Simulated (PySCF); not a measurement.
# Ways to converge the SCF of GeS

The same problem is solved with other solver options, one edit a run.

Method: method and basis as typed in the scripts; program: PySCF 2.14.0.

2 further runs of the same task are left out: 2 that didn't finish.

### Step 1. The starting structure

GeS: 2 atoms, charge 0, spin multiplicity 1.

Bond lengths: Ge1–S2 2.145 Å.

### Step 2. The run that the others are compared with

input.py reads:

```python
from pyscf import gto, scf, mp

mol = gto.M(
    atom='Ge 0 0 0; S 0 0 2.145',
    basis='6-31g',
    charge=0,
    spin=0,
    verbose=4,
)
mf = scf.UHF(mol)
mf.kernel()
mp.MP2(mf, frozen=14).kernel()
mf.dip_moment()
print('orbital energies (hartree):', [e[max(0, n-3):n+3].round(4) for e, n in zip(mf.mo_energy, mol.nelec)])
```

The run is started by

```bash
python input.py
```

The log of this run is left out.

Base result: E(SCF) = -2472.536535 Eh, 10 cycles, E(MP2) − E(SCF) = -0.26321 Eh, μ = 4.28 D (of the SCF density).

The bond length is a typed value, not an optimised one.

### Step 3. Second-order solver on

Edit 1 changes second-order solver: off → on.

input.py reads:

```python
from pyscf import gto, scf, mp

mol = gto.M(
    atom='Ge 0 0 0; S 0 0 2.145',
    basis='6-31g',
    charge=0,
    spin=0,
    verbose=4,
)
mf = scf.UHF(mol)
mf = mf.newton()
mf.kernel()
mp.MP2(mf, frozen=14).kernel()
mf.dip_moment()
print('orbital energies (hartree):', [e[max(0, n-3):n+3].round(4) for e, n in zip(mf.mo_energy, mol.nelec)])
```

The run is started by

```bash
python input.py
```

### Step 4. Damping 0.2

Edit 2 changes damping: none → 0.2.

Edit input.py of step 2 so:

```diff
@@ -10,2 +10,4 @@
 mf = scf.UHF(mol)
+mf.damp = 0.2
+mf.diis_start_cycle = 8
 mf.kernel()
```

### Step 5. DIIS space 4

Edit 3 changes DIIS space: default → 4.

Edit input.py of step 2 so:

```diff
@@ -10,2 +10,3 @@
 mf = scf.UHF(mol)
+mf.diis_space = 4
 mf.kernel()
```

### Step 6. Initial guess chk

Edit 4 changes initial guess: minao → chk.

Edit input.py of step 2 so:

```diff
@@ -10,2 +10,3 @@
 mf = scf.UHF(mol)
+mf.init_guess = 'chk'
 mf.kernel()
```

**Question.** What will these runs give? Wanted: for each run, E(SCF); from base; gap; SCF dipole; after the SCF.

**Answer**, as computed:

```csv
run,E(SCF) (hartree),from base (eV),cycles,gap (eV),SCF dipole (D),after the SCF
base,-2472.536535,0,10,9.77,4.28,"MP2 correlation -7.162 eV, core frozen"
second-order solver on,-2472.536536,0.0000,4 macro,9.77,4.28,"MP2 correlation -7.162 eV, core frozen"
damping 0.2,-2472.536535,0.0000,13,9.77,4.28,"MP2 correlation -7.162 eV, core frozen"
DIIS space 4,-2472.536535,0.0000,11,9.77,4.28,"MP2 correlation -7.162 eV, core frozen"
initial guess chk,-2472.536535,0.0000,10,9.77,4.28,"MP2 correlation -7.162 eV, core frozen"
```

Distance from each run's final energy (log10 hartree) by cycle:

```csv
run,cycle 1,cycle 2,cycle 3,cycle 5,cycle 8,cycle 12
base,-1.1,-1.0,-3.5,-5.1,-8.4,done
second-order solver on,-2.2,-6.2,< -11,done,done,done
damping 0.2,-1.1,-1.4,-1.9,-2.9,-3.9,-8.9
DIIS space 4,-1.1,-1.0,-3.5,-5.1,-7.8,done
initial guess chk,-1.1,-1.0,-3.5,-5.1,-8.4,done
```

**Reading.** No change of the SCF energy comes from second-order solver on or damping 0.2 or DIIS space 4 or initial guess chk. PySCF falls back to minao for a guess that it doesn't know or can't read, so that run repeats the base. The base needs 10 cycles and the run with damping 0.2 needs 13.
